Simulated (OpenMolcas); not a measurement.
**S12h/ANO-R3 (DKH2, RICD fitting) run of SiH3Br (SMILES [SiH3]Br)**

What is the vertical singlet–triplet gap of SiH3Br at S12h/ANO-R3 (DKH2, RICD fitting)? 

The results are computed with OpenMolcas 26.06.

2 further runs of the same task are left out: 1 that didn't finish, 1 set aside as unsound or not needed.

## 1. Starting point

The species is SiH3Br (5 atoms), meant as a singlet with charge 0. SMILES: `[SiH3]Br`. Geometry: relaxed at GFN2-xTB.

Bond lengths: Si1–Br2 2.211 Å, Si1–H3 1.454 Å, Si1–H4 1.453 Å, Si1–H5 1.454 Å. Angles: Br2–Si1–H3 105.5°, Br2–Si1–H4 105.7°, Br2–Si1–H5 105.7°, H3–Si1–H4 113.0°, H3–Si1–H5 112.9°, H4–Si1–H5 113.1°.

## 2. Energy and forces at S12h/ANO-R3 (DKH2, RICD fitting)

File input.xyz:

```xyz
5

Si    -0.186320     0.071160    -0.055980
Br     1.806000    -0.687960     0.530930
H     -1.032420    -0.114970     1.111800
H     -0.597350    -0.739010    -1.190580
H      0.010090     1.470790    -0.396170
```

File job.inp:

```
* BrH3Si Kohn-Sham DFT
&GATEWAY
Coord = input.xyz
Basis = ANO-R3
Group = NoSym
RICD
&SEWARD
Relativistic = R02O02
Expert
&SCF
KSDFT = S12H
PrOrbitals = 0
&ALASKA
```

Command:

```console
export MOLCAS_MEM=1860
pymolcas job.inp > job.log
```

The log of the run:

```text
--- Start Module: gateway ---
[...]
--- Stop Module: gateway /rc=_RC_ALL_IS_WELL_ ---
[...]
 ###    WARNING:  EXPERT option is ON!                                       ###
 ###############################################################################
               SEWARD will generate:
[...]
      Basis functions          202
[...]
--- Start Module: scf ---
[...]
       Convergence after  10 Iterations
[...]
::    Total KS-DFT energy                           -2897.9784644661
[...]
      Total spin, S                                     0.0000000000
[...]
      Total electronic charge=   52.000000
      Total            charge=   -0.000000
[...]
      Dipole Moment (debye):
      Origin of the operator (angstrom)=    1.2344   -0.4702    0.3626
                   X= -1.3862E+00               Y=  5.2863E-01               Z= -4.1279E-01           Total=  1.5400E+00
      Quadrupole Moment (debye*angstrom):
[...]
--- Stop Module: scf /rc=_RC_ALL_IS_WELL_ ---
[...]
--- Start Module: alaska ---
[...]
 *              Molecular gradients               *
 **************************************************
  Irreducible representation: a
 ------------------------------------------------------------------------------------------
                              X                       Y                       Z
 ------------------------------------------------------------------------------------------
  SI1              -1.22930977413489E-02    4.72097262250770E-03   -4.01478791897247E-03
  BR2              -5.71697926147507E-03    2.09973512104078E-03   -1.55746298864834E-03
  H3                8.90909293648079E-03   -4.39873207486285E-04   -5.49552805712317E-03
  H4                6.32711031800204E-03    3.21984569548617E-03    7.85130172671344E-03
  H5                2.77387374840157E-03   -9.60068023097094E-03    3.21647723886609E-03
 ------------------------------------------------------------------------------------------
--- Stop Module: alaska /rc=_RC_ALL_IS_WELL_ ---
[...]
```

Run time: 2.6 min. Hardware: 1 thread of AMD EPYC 7R43 (Zen 3), shared host; peak memory 1.3 GiB.

## 3. The triplet at the same level

input.xyz is that of step 2.

File job.input:

```
&GATEWAY
  Coord=input.xyz
  Basis=ANO-R3
  Group=NoSym
  RICD

&SEWARD
  Relativistic=R02O02
  Expert

&SCF
  UHF
  Spin=3
  KSDFT=S12H
  PrOrbitals=0

&ALASKA
```

Command:

```console
export MOLCAS_MEM=1860
pymolcas job.input > job.log
```

The log of the run:

```text
--- Start Module: gateway ---
[...]
--- Stop Module: gateway /rc=_RC_ALL_IS_WELL_ ---
[...]
 ###    WARNING:  EXPERT option is ON!                                       ###
 ###############################################################################
               SEWARD will generate:
[...]
      Basis functions          202
[...]
--- Start Module: scf ---
[...]
       Convergence after  34 Iterations
[...]
::    Total KS-DFT energy                           -2897.7476850424
[...]
      Total spin, S                                     1.0019780464
[...]
      Total electronic charge=   52.000000
      Total            charge=   -0.000000
[...]
      Dipole Moment (debye):
      Origin of the operator (angstrom)=    1.2344   -0.4702    0.3626
                   X=  1.6714E+00               Y= -7.0803E-01               Z=  7.3426E-01           Total=  1.9581E+00
      Quadrupole Moment (debye*angstrom):
[...]
--- Stop Module: scf /rc=_RC_ALL_IS_WELL_ ---
[...]
--- Start Module: alaska ---
[...]
 *              Molecular gradients               *
 **************************************************
  Irreducible representation: a
 ------------------------------------------------------------------------------------------
                              X                       Y                       Z
 ------------------------------------------------------------------------------------------
  SI1               7.59421574017942E-02   -3.37723127287042E-02    3.87533964486853E-02
  BR2              -8.72833812033242E-02    3.40861765670812E-02   -2.86889360122515E-02
  H3                7.72699666861776E-03    3.06633684399113E-03   -1.51128450039320E-02
  H4                4.49242057134702E-03    7.86966969457747E-03    5.95682115612739E-03
  H5               -8.78193437028552E-04   -1.12498703770694E-02   -9.08436588031414E-04
 ------------------------------------------------------------------------------------------
--- Stop Module: alaska /rc=_RC_ALL_IS_WELL_ ---
[...]
```

Run time: 6.2 min. Hardware: 1 thread of AMD EPYC 7R43 (Zen 3), shared host; peak memory 1.3 GiB.

## 4. What came out

At S12h/ANO-R3 (DKH2, RICD fitting):

| quantity | value |
| --- | --- |
| singlet: total energy | -2897.97846 Eh |
| singlet: dipole moment | 1.54 D |
| singlet: HOMO energy | -8.35 eV |
| singlet: LUMO energy | -0.36 eV |
| singlet: HOMO–LUMO gap | 7.99 eV |
| singlet: largest force on an atom | 0.708 eV/Å |
| triplet: total energy | -2897.74769 Eh |
| triplet: dipole moment | 1.96 D |
| triplet: HOMO energy (highest over α and β) | -2.51 eV |
| triplet: ⟨S²⟩ | 2.006 |
| triplet: largest force on an atom | 5.039 eV/Å |
| vertical energy of the triplet above the singlet | 6.280 eV |

**Reading.** At this shape the triplet lies 6.28 eV (145 kcal/mol) above the singlet. The largest force (singlet) is 0.71 eV/Å: the shape isn't a stationary point for this species at this level. Mulliken charges (triplet) run from -0.15 on Si1 to +0.21 on Br2.
